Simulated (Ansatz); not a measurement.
# ScAl3 (Pm-3m): equation of state with a fit, by script

Where is the equilibrium volume of ScAl3 (Pm-3m), and how stiff is it? Aim: an equation of state with a fit, for ScAl3 (Pm-3m), run from a script.

All numbers are computed with the Python package of Ansatz 0.2.0. Level of theory: DFT PBEsol, plane waves, PAW.

## 1. Starting point

The structure is cubic, space group Pm-3m (No. 221). Conventional cell: a = 4.088 Å, b = 4.088 Å, c = 4.088 Å, α = 90.00°, β = 90.00°, γ = 90.00°. Around Sc (site symmetry m-3m) lie 12 Al at 2.89 Å. Around Al (site symmetry 4/mmm) lie 4 Sc at 2.89 Å and 8 Al at 2.89 Å.

No structure file is read: the coordinates are typed or built in the script.

## 2. The code

Contents of scal3_eos.py:

```python
'''Energy against volume for ScAl3, with a fit.'''

import ansatz as az
from ase.eos import EquationOfState
from ase.units import GPa
import numpy as np

VECTORS = np.array([
    [4.087807, 0.0, 0.0],
    [0.0, 4.087807, 0.0],
    [0.0, 0.0, 4.087807],
])
SITES = [
    ('Sc', [0.0, 0.0, 0.0]),
    ('Al', [0.5, 0.0, 0.5]),
    ('Al', [0.0, 0.5, 0.5]),
    ('Al', [0.5, 0.5, 0.0]),
]


def make_crystal(cell):
    crystal = az.Crystal(lattice=az.Lattice.of(cell))
    for symbol, position in SITES:
        crystal = crystal.atom(symbol, position)
    return crystal

# scale the volume, keep shape and fractions
volumes, energies = [], []
for scale in np.linspace(0.92, 1.08, 7):
    cell = VECTORS * scale ** (1 / 3)
    calculation = (
        make_crystal(cell).calculation()
        .functional('PBEsol')
        .occupations(az.OccupationsMethod.GAUSSIAN, width=0.2)
        .scf(tolerance=1e-05, max_iterations=150, extra_bands=2, algorithm='density_mixing')
        .basis(500)  # plane waves up to this kinetic energy
        .kpoints(7, 7, 7)  # sampling of the Brillouin zone
    )
    report = calculation.run(threads=1).report
    volumes.append(abs(np.linalg.det(cell)) / len(SITES))
    energies.append(report['free_energy_ev'] / len(SITES))
    print(f'V = {volumes[-1]:8.4f} A^3/atom  F = {energies[-1]:.5f} eV/atom')

eos = EquationOfState(volumes, energies, eos='murnaghan')
v0, e0, bulk = eos.fit()
print(f'V0 = {v0:.4f} A^3/atom, E0 = {e0:.5f} eV/atom, B = {bulk / GPa:.1f} GPa')
eos.plot('eos.png')
```

## 3. What the engine is handed

The package turns the script's settings into the engine's input (first run):

```yaml
crystal:
  lattice:
    - [3.9757554119392227, 0.0, 0.0]
    - [0.0, 3.9757554119392227, 0.0]
    - [0.0, 0.0, 3.9757554119392227]
  atoms:
    - { symbol: Sc, position: [0.0, 0.0, 0.0] }
    - { symbol: Al, position: [0.5, 0.0, 0.5] }
    - { symbol: Al, position: [0.0, 0.5, 0.5] }
    - { symbol: Al, position: [0.5, 0.5, 0.0] }
basis:
  ecutwfc: 500.0
kpoints:
  mp_grid:
    grid: [7, 7, 7]
hamiltonian:
  xc: pbesol
scf:
  max_iter: 150
  algorithm: density_mixing
  n_extra_bands: 2
  convergence:
    dr2_threshold: 1.0e-05
  occupations:
    method: gaussian
    width: 0.2
```

## 4. Launch

Started as:

```console
python scal3_eos.py
```

**Question.** Estimate the equilibrium volume and the bulk modulus.

**Answer**, as computed:

| quantity | value |
| --- | --- |
| runs compared | 7 |
| range of energy | 35.41 meV/atom |
| lowest point, volume (Å³/atom) | 17.077 |
| equilibrium volume (fit) | 16.87 Å³/atom |
| bulk modulus (fit) | 92 GPa |

A third-order Birch-Murnaghan fit through the 7 points (the script's own form differs a little) has its minimum at 16.87 Å³ an atom, 1.2 % below the typed cell, with a bulk modulus of 92 GPa and dB/dP = 4.1. From that minimum the energy rises by 25.7 meV an atom on the compressed side and 36.1 meV on the expanded side. Notes:
- For a metal this k-point mesh is coarse: on a finer one energies can move by several to tens of meV an atom and pressures by half a GPa or more, differences at one mesh by less.
- The structure comes from a database of computed cells and needn't be a stable or known phase.
